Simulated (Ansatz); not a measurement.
# As2H2+ (doublet): the correlation ladder, cc-pVDZ

One table from this session's results is given with a row withheld; the runs are named, their logs left out.

Program: Ansatz 0.2.0, Gaussian basis. Level of theory: cc-pVDZ, core rule «outside noble gas», up to 28 orbitals frozen. These are calculated values, not measurements.

Plan: UHF; CCSD(T) on ROHF; CCSD(T) on UHF; BCCD(T) on ROHF; CISD as a restricted active space (open shells left free, so some higher excitations enter); CCSDT(Q) on ROHF; CCSDT(Q) on UHF; CCSDTQ on ROHF; CASSCF and MRCISD+Q, 11 electrons in 10 orbitals; CASSCF and NEVPT2, 11 electrons in 10 orbitals.

2 further runs of the same task are left out: 2 set aside as unsound or not needed. Runs told in other sessions of the task aren't counted.

## The system

The geometry is a PBE0/def2-TZVP stationary point (not a proven minimum) of the parent state, kept for this charge and spin. No spin-orbit coupling is included. The filled d shell of As may be among the frozen orbitals whatever the setting's name suggests.

4 atoms, charge 1, spin multiplicity 2.

Atoms are counted from 1 here; the program's logs count them from 0.

Bond lengths: As1–As2 2.154 Å, As1–H3 1.512 Å, As1–H4 1.512 Å. Angles: As2–As1–H3 128.9°, As2–As1–H4 128.9°, H3–As1–H4 102.2°.

Coordinates:

```tsv
atom	x (Å)	y (Å)	z (Å)
As1	0.00000	0.00000	1.05002
As2	0.00000	0.00000	-1.10384
H3	0.00000	1.17668	2.00010
H4	0.00000	-1.17668	2.00010
```

Set-up of the first run:

File in.yaml:

```yaml
crystal:
  periodic: [false, false, false]
  atoms:
    - {symbol: As, position_ang: [0.000000, 0.000000, 1.050021]}
    - {symbol: As, position_ang: [0.000000, 0.000000, -1.103836]}
    - {symbol: H, position_ang: [0.000000, 1.176683, 2.000096]}
    - {symbol: H, position_ang: [0.000000, -1.176682, 2.000096]}
basis:
  gaussian: {orbitals: cc-pVDZ}
total_charge: 1
magnetization: {spin_polarized: true, initial_magnetization: 1}
hamiltonian: {xc: hf}
output: {orbitals: {seedname: orbitals}}
```

Started as:

```console
$ ansatz run in.yaml --threads 1 --pin off --events-out ev --progress --plain --max-ram 2560MiB --backend cpu
```

Among the steps run: UHF; CCSD(T) on ROHF; CCSD(T) on UHF; BCCD(T) on ROHF; CISD as a restricted active space (open shells left free, so some higher excitations enter); CCSDT(Q) on ROHF; CCSDT(Q) on UHF; CCSDTQ on ROHF; CASSCF and MRCISD+Q, 11 electrons in 10 orbitals; CASSCF and NEVPT2, 11 electrons in 10 orbitals.

One table of the session follows, with a row left open; its other results are not shown here.

It belongs to the step «Misses and costs». 

```
          method  from RCCSDTQ (kJ/mol)
            ROHF                 +626.2
            RMP2                 +121.9
            UMP2                 +164.8
            CISD                  +85.8
           RCCSD                  +31.5
           UCCSD                  +35.9
        RCCSD(T)                   +5.9
        UCCSD(T)                   +8.7
         BCCD(T)                   +6.0
          RCCSDT                      ?
          UCCSDT                   +2.7
       RCCSDT(Q)                   +0.1
       UCCSDT(Q)                   -0.1
         RCCSDTQ                      0
  CASSCF valence                 +380.9
  NEVPT2 valence                  +85.4
  MRCISD valence                  +27.0
MRCISD+Q valence                   +0.7
```

Estimate the missing values for RCCSDT.

As computed: from RCCSDTQ (kJ/mol): +2.2. In the column «from RCCSDTQ (kJ/mol)» it lies between MRCISD+Q valence (+0.7) and UCCSDT (+2.7).

To keep in mind: The determinant of HF (⟨S²⟩ 1.31) is far from a pure spin state, so its energy mixes those of several spin states; that is harmless only where they are near-degenerate. Left out of the table: UHF (another determinant or state than the rows shown). Restricted and unrestricted rows rest on different reference determinants; a gap between their highest levels can come from leftover correlation error, from unlike frozen cores or from another state.
